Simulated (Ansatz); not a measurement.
# CrAgO2 (R-3m): one cell under locks on the spin (series 3), part 3 of 3

Task: run CrAgO2 (R-3m) at one cell with the spin set up in several ways. Cell and atoms stay fixed.

Ansatz 0.2.0; DFT LDA+U (U_eff = 5 eV on Cr d), plane waves, PAW. The steps go on from the part before.

## Step 4: Total moment held at first, then free, 1.50 μB per cell

The input, input.yaml:

```yaml
crystal:
  lattice:
    - [1.49250042, 0.86169552, 6.16999799]
    - [-1.49250042, 0.86169552, 6.16999799]
    - [0.0, -1.72339103, 6.16999799]
  atoms:
    - { symbol: Cr, position: [0.5, 0.5, 0.5], spin: 1.5 }
    - { symbol: Ag, position: [0.0, 0.0, 0.0] }
    - { symbol: O, position: [0.1119, 0.1119, 0.1119] }
    - { symbol: O, position: [0.8881, 0.8881, 0.8881] }
basis:
  ecutwfc: 420
  ecutrho_ratio: 4
kpoints:
  mp_grid: { grid: [7, 7, 7] }
hamiltonian:
  xc: lda
  hubbard: { sites: [{ site: 0, l: d, u_eff: 5.0 }] }
scf:
  occupations: { method: gaussian, width: 0.05 }
  lower_state_search: "off"
  max_iter: 150
output:
  forces: true
  stress: true
  eigenvalues: true
  populations: true
  hubbard: { sites: [{ site: 0, l: d }] }
magnetization:
  spin_polarized: true
  initial_magnetization: 1.5
  spin_locking: { lock_magnetization: soft, n_iters: 6 }
```

The lock is temporary (n_iters 6) and is released on the way.

Launch:

```
ansatz run input.yaml --threads 2 --pin off --max-ram 3072MiB --backend cpu --events-out ev --progress --plain --runs-dir out
```

What it wrote:

```text
Warning: output.stress: scf.convergence.dr2_threshold = 1e-7 eV (the SCF's general default) is looser than the 4e-10 eV advised for a printed stress (1e-10 eV for each atom of the cell: 4). What an SCF threshold leaves in a stress goes as its square root, and in the free energy as the threshold itself, and one threshold admits the most on a small cell: of the crystals measured, under no hybrid functional and no lock of the moments, on runs that ended without the residual-converged pass, on stresses that held no estimate of that error, the worst erred by over 100 MPa in a component at 1e-7 eV an atom and by under 5 at 1e-10. Set scf.convergence.dr2_threshold to 4e-10 eV or tighter. The threshold is an SCF's pass mark: one that does not reach it within its budget of iterations ends unconverged, or closes short of it on a stop that the run arms, and scf.convergence.dr2_threshold's page says what that costs each kind of run
Warning: RAYON_NUM_THREADS=2 ignored (pool sized by the plan → 2); use --threads N
basis.fft_grid_basis auto: the FFT boxes are laid along the combinations [[1, 0, -1], [0, 1, -1], [0, 0, 1]] of the cell's own vectors, 2.985, 2.985 and 6.406 Å long. The dense box has 20×20×45 points. Along the cell's own vectors, as sized, it would have 45×45×45, 5.06 times as many. Of the 12 symmetry operations that the crystal satisfies within crystal.symmetry.tolerance (time reversal apart; of a slab, those that keep its plane) the dense box along the cell's own vectors carries 12, and the one as laid loses 8 of those. basis.fft_grid_basis: typed keeps the cell's own vectors: state it where this run's energies or levels are differenced outside the engine with another run's, or held beside a run that keeps those vectors.
Cr: projections on atomic orbitals take those of the free atom [Ne] 3s2 3p6 3d5 4s1, of charge +0.00 (hamiltonian.pseudopotentials.projection_atoms); the dataset's partial waves leave at most 7.0e-7 of an orbital's norm unspanned inside its sphere
Ag: projections on atomic orbitals take those of the free atom [Ar 3d10] 4s2 4p6 4d10 5s1, of charge +0.00 (hamiltonian.pseudopotentials.projection_atoms); the dataset's partial waves leave at most 1.2e-5 of an orbital's norm unspanned inside its sphere
O: projections on atomic orbitals take those of the free atom [He] 2s2 2p4, of charge +0.00 (hamiltonian.pseudopotentials.projection_atoms); the dataset's partial waves leave at most 1.9e-8 of an orbital's norm unspanned inside its sphere
Engine: ansatz 0.2.0, aarch64-unknown-linux-gnu
Pseudopotentials: kind: paw
Pseudopotential: Cr, paw, valence charge 14, recommended cutoff 420 eV (normal), Cr.paw.azcp
Pseudopotential: Ag, paw, valence charge 19, recommended cutoff 420 eV (normal), Ag.paw.azcp
Pseudopotential: O, paw, valence charge 6, recommended cutoff 420 eV (normal), O.paw.azcp
Functional definition: SPW92
  exchange = slater_x
  correlation = pw_c
Crystal: 4 atoms, lattice volume = 47.611 Å³
Basis set: ecut = 420 eV, 915 PW (Γ), FFT grids on a1−a3, a2−a3, a3
Bands: 28, of which v1, the nominal top of the filled ones, is band 23 counted from 1 (22 counted from 0)
Symmetry: 12 space group operations
Space group: R-3m (ITA 166), of the structure as read, at distance tolerance 3.6e-5 Å
Magnetic group: BNS 166.97 (UNI 1327), of the structure as read, at distance tolerance 3.6e-5 Å
k-points: 44 of 343
Non-local potential: Cr, projectors of the file, l = 0: 3, l = 1: 2, l = 2: 3, l = 3: 1
Non-local potential: Ag, projectors of the file, l = 0: 3, l = 1: 2, l = 2: 2, l = 3: 1
Non-local potential: O, projectors of the file, l = 0: 2, l = 1: 2, l = 2: 1
PAW form: soft (Blöchl's): semilocal exchange-correlation on the pseudo side does not see the compensation charge
PAW frozen core: Cr, regenerated for the run's functional, and the local potential with it (the file was generated under x = pbe(κ = 0.804, μ = 0.2195149727645171), c = pbe(β = 0.06672455060314922))
PAW frozen core: Ag, regenerated for the run's functional, and the local potential with it (the file was generated under x = pbe(κ = 0.804, μ = 0.2195149727645171), c = pbe(β = 0.06672455060314922))
PAW frozen core: O, regenerated for the run's functional, and the local potential with it (the file was generated under x = pbe(κ = 0.804, μ = 0.2195149727645171), c = pbe(β = 0.06672455060314922))
PAW one-centre angular grid: Cr, 590 points (default); XC on 64 Gauss nodes
PAW one-centre angular grid: Ag, 590 points (default); XC on 64 Gauss nodes
PAW one-centre angular grid: O, 110 points (default); XC on 64 Gauss nodes
Initial density: superposition of atomic densities (chi_scale 0.1, normalization cell, long waves kept (reshape's long-wave potential 0.55 eV rms))
Starting moments: Σ|m| = 1.5 μB on 1 of 4 sites
Initial wavefunctions: pseudopotential atomic-orbital guess
Functional: x = slater, c = lda
SCF iter   1: F=—  HF=-11886.885932 eV  |F-HF|=—  |Δ(HF+E_count)|=         —  Δρ=7.63e-2 (↑5.12e-2 ↓7.63e-2)  dr2=1.45e1  dr2_m=2.72e-1  M=1.500 μB ∫|m|=2.442 μB  β_m=0.30  ethr=3.10e-3  ⟨swp⟩=4.6  Hψ=8348  notcnv=0
preconditioner: auto → Kerker (q_TF=auto, 2.703 Å⁻¹)  [metal: Δε(μ)=0.023 eV  Ē_g=9.248 eV  σ=0.050 eV  W_gap=0.24  n_scr=16 (ndim 8)  ℏωp=29.0 eV  f_vac=0.000  D(μ)=5.43/eV (n_scr^D=74)]
spin=Collinear: Kerker preconditioning applied to the charge; magnetization (m = ρ↑ − ρ↓) channel mixes plain (no charge-response kernel on spin).
SCF iter   2: F=—  HF=-11886.317285 eV  |F-HF|=—  |Δ(HF+E_count)|=   5.69e-1  Δρ=3.81e-2 (↑3.72e-2 ↓3.81e-2)  dr2=2.83e0  dr2_m=3.44e-1  M=1.500 μB ∫|m|=2.740 μB  β_m=0.38  ethr=3.10e-3  ⟨swp⟩=2.0  Hψ=5150  notcnv=0  defer=46
SCF iter   3: F=—  HF=-11886.508933 eV  |F-HF|=—  |Δ(HF+E_count)|=   1.92e-1  Δρ=3.21e-2 (↑1.78e-2 ↓3.21e-2)  dr2=1.71e0  dr2_m=1.84e-1  M=1.500 μB ∫|m|=3.022 μB  β_m=0.45  ethr=3.10e-3  ⟨swp⟩=2.1  Hψ=3563  notcnv=0  defer=51
SCF iter   4: F=—  HF=-11886.796128 eV  |F-HF|=—  |Δ(HF+E_count)|=   2.87e-1  Δρ=3.79e-2 (↑3.79e-2 ↓6.02e-3)  dr2=6.72e-1  dr2_m=1.64e-1  M=1.500 μB ∫|m|=3.690 μB  β_m=0.75  ethr=3.10e-3  ⟨swp⟩=2.0  Hψ=3443  notcnv=0  defer=52
SCF iter   5: F=—  HF=-11886.873823 eV  |F-HF|=—  |Δ(HF+E_count)|=   7.77e-2  Δρ=2.07e-2 (↑2.07e-2 ↓5.73e-3)  dr2=4.61e-1  dr2_m=3.91e-2  M=1.500 μB ∫|m|=3.865 μB  β_m=0.64  ethr=1.49e-3  ⟨swp⟩=2.0  Hψ=4496  notcnv=0  defer=63
SCF iter   6: F=—  HF=-11886.832928 eV  |F-HF|=—  |Δ(HF+E_count)|=   4.09e-2  Δρ=6.01e-3 (↑6.01e-3 ↓2.30e-3)  dr2=4.51e-2  dr2_m=4.17e-3  M=1.500 μB ∫|m|=4.000 μB  β_m=0.82  ethr=1.03e-3  ⟨swp⟩=2.0  Hψ=3197  notcnv=0  defer=61
SCF iter   7: F=—  HF=-11886.830436 eV  |F-HF|=—  |Δ(HF+E_count)|=   2.49e-3  Δρ=1.97e-3 (↑1.97e-3 ↓1.17e-3)  dr2=9.61e-3  dr2_m=3.40e-4  M=1.500 μB ∫|m|=4.056 μB  β_m=0.84  ethr=1.00e-4  ⟨swp⟩=1.9  Hψ=3100  notcnv=0  defer=61
SCF iter   8: F=—  HF=-11886.829584 eV  |F-HF|=—  |Δ(HF+E_count)|=   8.52e-4  Δρ=1.25e-3 (↑1.25e-3 ↓4.82e-4)  dr2=3.38e-3  dr2_m=1.03e-4  M=1.500 μB ∫|m|=4.074 μB  β_m=0.84  ethr=2.14e-5  ⟨swp⟩=1.1  Hψ=2429  notcnv=0  defer=61
SCF iter   9: F=—  HF=-11886.829288 eV  |F-HF|=—  |Δ(HF+E_count)|=   2.96e-4  Δρ=5.56e-4 (↑5.56e-4 ↓2.00e-4)  dr2=7.23e-4  dr2_m=1.79e-5  M=1.500 μB ∫|m|=4.077 μB  β_m=0.86  ethr=7.52e-6  ⟨swp⟩=1.0  Hψ=2403  notcnv=0  defer=61
SCF iter  10: F=—  HF=-11888.807776 eV  |F-HF|=—  |Δ(HF+E_count)|=         —  Δρ=3.88e-2 (↑3.88e-2 ↓2.79e-2)  dr2=1.59e-1  dr2_m=4.57e-1  M=3.000 μB ∫|m|=3.322 μB  β_m=0.86  ethr=1.61e-6  ⟨swp⟩=1.2  Hψ=2433  notcnv=0  defer=61
Mixer restart at iter 10: flushing history
magnetisation lock released at iteration 10: constraint 0 (total_moment) let go, since its count of iterations ended; one Fermi level fills both spin channels from this iteration on; total moment +1.500 μB on the last held iteration's output density and +1.500 μB on this iteration's input density, against a target of +1.500 μB; at the last held iteration this SCF's convergence gates had not closed, dr2 furthest over its threshold, at 7.2e-4 eV against 1.0e-7 eV (among their readings dr2 stood at 7.2e-4 eV, dr2_m at 1.8e-5 eV, against a threshold of 1.0e-7 eV): the hold had not settled, and a moment that is lost after this release does not show that the target's state does not exist
SCF iter  11: F=—  HF=-11888.950641 eV  |F-HF|=—  |Δ(HF+E_count)|=   1.43e-1  Δρ=7.90e-3 (↑4.75e-3 ↓7.90e-3)  dr2=2.44e-2  dr2_m=1.20e-2  M=3.000 μB ∫|m|=3.296 μB  β_m=0.92  ethr=3.54e-4  ⟨swp⟩=2.1  Hψ=4624  notcnv=0  defer=61
SCF iter  12: F=—  HF=-11888.953698 eV  |F-HF|=—  |Δ(HF+E_count)|=   3.06e-3  Δρ=2.48e-3 (↑2.48e-3 ↓2.35e-3)  dr2=1.22e-2  dr2_m=1.67e-4  M=3.000 μB ∫|m|=3.292 μB  β_m=0.81  ethr=5.43e-5  ⟨swp⟩=2.0  Hψ=5522  notcnv=0  defer=58
SCF iter  13: F=—  HF=-11888.950801 eV  |F-HF|=—  |Δ(HF+E_count)|=   2.90e-3  Δρ=8.67e-4 (↑8.67e-4 ↓6.41e-4)  dr2=3.40e-3  dr2_m=3.15e-5  M=3.000 μB ∫|m|=3.288 μB  β_m=0.90  ethr=2.70e-5  ⟨swp⟩=2.0  Hψ=4677  notcnv=0  defer=52
SCF iter  14: F=—  HF=-11888.950340 eV  |F-HF|=—  |Δ(HF+E_count)|=   4.61e-4  Δρ=9.66e-4 (↑9.66e-4 ↓8.11e-4)  dr2=1.74e-3  dr2_m=8.00e-6  M=3.000 μB ∫|m|=3.287 μB  β_m=0.73  ethr=7.56e-6  ⟨swp⟩=2.1  Hψ=3913  notcnv=0  defer=52
SCF iter  15: F=—  HF=-11888.949974 eV  |F-HF|=—  |Δ(HF+E_count)|=   3.66e-4  Δρ=2.79e-4 (↑2.79e-4 ↓2.14e-4)  dr2=1.89e-4  dr2_m=7.68e-6  M=3.000 μB ∫|m|=3.284 μB  β_m=0.85  ethr=3.88e-6  ⟨swp⟩=2.4  Hψ=3497  notcnv=0  defer=52
SCF iter  16: F=—  HF=-11888.949925 eV  |F-HF|=—  |Δ(HF+E_count)|=   4.94e-5  Δρ=1.41e-4 (↑1.41e-4 ↓9.83e-5)  dr2=3.92e-5  dr2_m=1.11e-6  M=3.000 μB ∫|m|=3.284 μB  β_m=0.76  ethr=4.19e-7  ⟨swp⟩=2.0  Hψ=3891  notcnv=0  defer=52
SCF iter  17: F=—  HF=-11888.949923 eV  |F-HF|=—  |Δ(HF+E_count)|=   1.90e-6  Δρ=3.13e-5 (↑3.13e-5 ↓3.07e-5)  dr2=1.95e-6  dr2_m=7.03e-8  M=3.000 μB ∫|m|=3.284 μB  β_m=0.88  ethr=8.72e-8  ⟨swp⟩=2.5  Hψ=3615  notcnv=0  defer=52
SCF iter  18: F=—  HF=-11888.949923 eV  |F-HF|=—  |Δ(HF+E_count)|=   1.52e-7  Δρ=7.86e-6 (↑7.55e-6 ↓7.86e-6)  dr2=1.23e-7  dr2_m=2.41e-9  M=3.000 μB ∫|m|=3.284 μB  β_m=0.94  ethr=4.33e-9  ⟨swp⟩=2.4  Hψ=3457  notcnv=0  defer=52
SCF iter  19: F=-11888.949923 eV  HF=-11888.949923 eV  |F-HF|=1.47e-9  |Δ(HF+E_count)|=   1.38e-8  Δρ=2.32e-6 (↑2.32e-6 ↓2.02e-6)  dr2=1.00e-8  dr2_m=2.41e-10  M=3.000 μB ∫|m|=3.284 μB  ethr=2.22e-10  ⟨swp⟩=5.7  Hψ=6900  notcnv=0
SCF 1 converged in 19 iterations: F = -11888.949923 eV  dr2 = 1.00e-8
SCF converged after 19 iterations
Magnetization: 3.0000 μB (24.0000 up, 21.0000 down)
Absolute magnetization: 3.2866 μB (∫|ρ↑−ρ↓|, with the PAW one-centre terms)
Spin contamination: 0.0479 ħ² per cell (⟨S²⟩ above its minimum at these occupations)
Per-site moments (μB) at R_I (Å): [(2.5251693835087017, 0.8247655154434268), (-0.0010567558580978568, 0.8543981841627376), (-0.05890977351555136, 0.8247655154434268), (-0.05890977351555141, 0.8247655154434268)]
--- Magnetisation constraints (ε_frz = 1.0e-4 eV) ---
  site  kind          target   achieved (μB)  |Δ|max (μB)  g (eV/μB)  λ_eff  esc  ok  flags
  cell  total_moment  +1.5000  +3.0000        1.50e0       +0.00e0    0.000  0    —   released
Free energy (F): -11888.949923 eV
Harris-Foulkes:  -11888.949923 eV  (|F-HF|=1.47e-9)
Internal energy: -11888.949923 eV  (E = F + TS)
E sigma→0 (E₀):  -11888.949923 eV
Fermi energy:    12.598441 eV
--- Per-component energies (eV) ---
  E_band       = -527.840446
  E_kinetic    = 1214.180582
  E_local      = -4611.593574  (includes V_loc(G=0)·N_el)
  E_nonlocal   = 272.135554
  E_hartree    = 1961.877043
  E_xc         = -464.527493
  E_vxc        = -595.304226  (∫ρ·V_xc dr)
  E_hubbard    = 2.594908  (on-site DFT+U / exact-exchange correction)
  E_vhub       = -5.617640  (the Hubbard potential's part of the band-sum identity)
  E_paw        = -5205.638811  (= ΣΔE_a)
  E_vpaw       = -725.399947  (= ΣTr[D̂ρ^β])
  E_aug_tail   = 0.005542  (compensation charges beyond the density's cutoff)
  E_ewald      = -5059.267449
  E_core_change = 1.283775  (= ΣΔE_core)
  E_smearing   = -0.000000  (= −TS)
  E_closure    = 0.000000  (closes the sum)
  Σ components = -11888.949923   (vs F -11888.949923, Δ=0.00e0)
--- Forces (eV/Å), atoms counted from 1 ---
  atom   1  Cr     0.00000000     0.00000000     0.00000000
  atom   2  Ag     0.00000000     0.00000000     0.00000000
  atom   3  O      0.00000000     0.00000000     0.28502066
  atom   4  O     -0.00000000    -0.00000000    -0.28502066
  max |Σ_I F_I| component: 9.25e-18 eV/Å
--- Stress (GPa, compression-positive) ---
       -4.324550       0.000000      -0.000000
        0.000000      -4.324550      -0.000000
       -0.000000      -0.000000      -9.036381
  P = ⅓ Tr σ = -5.8952 GPa (-58.952 kbar)
--- Band table (eV; the first three rows and the last of 88) ---
  k-point 0 ↑: bands = ["-78.9144", "-60.2904", "-42.5134", "-42.4002", "-42.4002", "-31.9204", "-31.8831", "-31.8831", "-7.0316", "-5.4204", "3.9115", "6.6106", "6.6106", "6.8246", "8.3577", "8.3577", "8.8350", "8.8350", "8.8718", "9.6772", "9.6772", "9.8673", "10.1580", "10.1580", "13.9661", "15.4627", "15.4627", "18.1431"]
  k-point 1 ↑: bands = ["-78.9127", "-60.2838", "-42.5116", "-42.4163", "-42.4043", "-31.9179", "-31.9144", "-31.8907", "-6.8186", "-5.4218", "4.2156", "6.0495", "6.8412", "7.0941", "8.1459", "8.4116", "8.5062", "8.7014", "9.1651", "9.2381", "9.4010", "9.9273", "10.2816", "10.6162", "14.2242", "15.0141", "15.3736", "18.9627"]
  k-point 2 ↑: bands = ["-78.9088", "-60.2735", "-42.5074", "-42.4525", "-42.4135", "-31.9931", "-31.9075", "-31.9011", "-6.3057", "-5.4465", "4.9177", "5.3477", "6.8511", "7.3895", "7.5028", "8.0496", "8.1206", "9.0458", "9.0953", "9.1994", "9.7655", "10.2182", "10.4475", "10.7410", "14.3186", "14.8792", "15.2648", "20.5323"]
  k-point 43 ↓: bands = ["-78.9123", "-57.2589", "-42.5141", "-42.4175", "-42.4056", "-29.0077", "-28.9769", "-28.9325", "-6.6157", "-5.6065", "6.4282", "6.6897", "7.1965", "8.0868", "8.1110", "8.2076", "8.5206", "8.6202", "8.6942", "10.3210", "10.6154", "14.7183", "15.9082", "16.1977", "16.5881", "17.2931", "17.3387", "18.1314"]
Occupation matrices written to <dir>
--- Löwdin populations: 4 sites ---
  site symbol       q [e]    m [muB]
     0     Cr     12.7284     3.0403
     1     Ag     18.4670     0.0336
     2      O      6.8020    -0.0595
     3      O      6.8020    -0.0595
  spilling = 0.004460 (of n_electrons = 45.000000)
--- Occupation matrices: 1 shell (run DFT+U table (all-electron-ortho-atomic); ε = 1.58e-3) ---
  Cr0 d_3D: site group D3d (-3m)
  Cr0 d_3D up     Tr n = 3.6648  λ = 0.351 0.351 0.987 0.988 0.988  [2× xz 0.31 Eg(1.00) | 3× z2 0.33 Eg(0.67)]
  Cr0 d_3D dn     Tr n = 0.6582  λ = 0.063 0.077 0.077 0.220 0.220  [z2 1.00 A1g(1.00) | 2× x2-y2 0.29 Eg(1.00) | 2× xz 0.29 Eg(1.00)]
  Tr n, λ and their labels are of the run-group-symmetrised matrices; stabiliser: 12 of 24 elements of G0×{1,Θ} (closed), max defect 2.8e-15 at τ = 3.3e-4
```

Run time: 5.8 s. Hardware: 2 threads of Arm Neoverse V2, shared host; peak memory 0.44 GiB.

It ends with a gap on the mesh of 1.71 eV, pressure -5.9 GPa, moments in spheres Cr 2.53; O -0.06 μB, largest force component 0.29 eV/Å, 12 symmetry operations imposed.

How the shells are filled (orbitals counted by the eigenvalues of the occupation matrices):

```csv
shell,channel,electrons,over 0.8,0.2 to 0.8,under 0.2
Cr 3d (atom 1),up,3.66,3,2,0
Cr 3d (atom 1),down,0.66,0,2,3
```

## Step 5: All runs side by side

The summary covers parts 1 to 3.

Energies count from the lowest free state and have the smearing extrapolated to zero; for held moments they are taken at the target, with the constraint's term.

| start | energy (meV/atom) | gap (eV) | pressure (GPa) | largest moment (μB) | SCF cycles | time |
| --- | --- | --- | --- | --- | --- | --- |
| ferromagnetic start, free, default search (earlier series) | 0.0 | 1.71 | -5.9 | 2.53 | 18 | 6.4 s |
| total moment held at first, then free, 1.50 μB per cell | 0.0 | 1.71 | -5.9 | 2.53 | 19 | 5.8 s |
| total moment locked, 3.00 μB per cell [held] | 0.0 | 1.71 | -5.9 | 2.53 | 19 | 17 s |
| site moments held (series factor 1.05; the input gives the size) [held] | 9.0 | 1.50 | -4.8 | 2.65 | 33 | 25 s |

The 2 free runs end within about 1 meV/atom of each other. The run with the program's default settings reaches the lowest one found. Only the magnetic starts listed were tried; the real order may differ or need a larger cell, so the ranking holds for this cell alone. The lock of «total moment locked, 3.00 μB per cell» costs nothing: that run ends at the energy of the lowest free state. The lowest state found need not be the ground state, and the geometry wasn't relaxed for any of them.
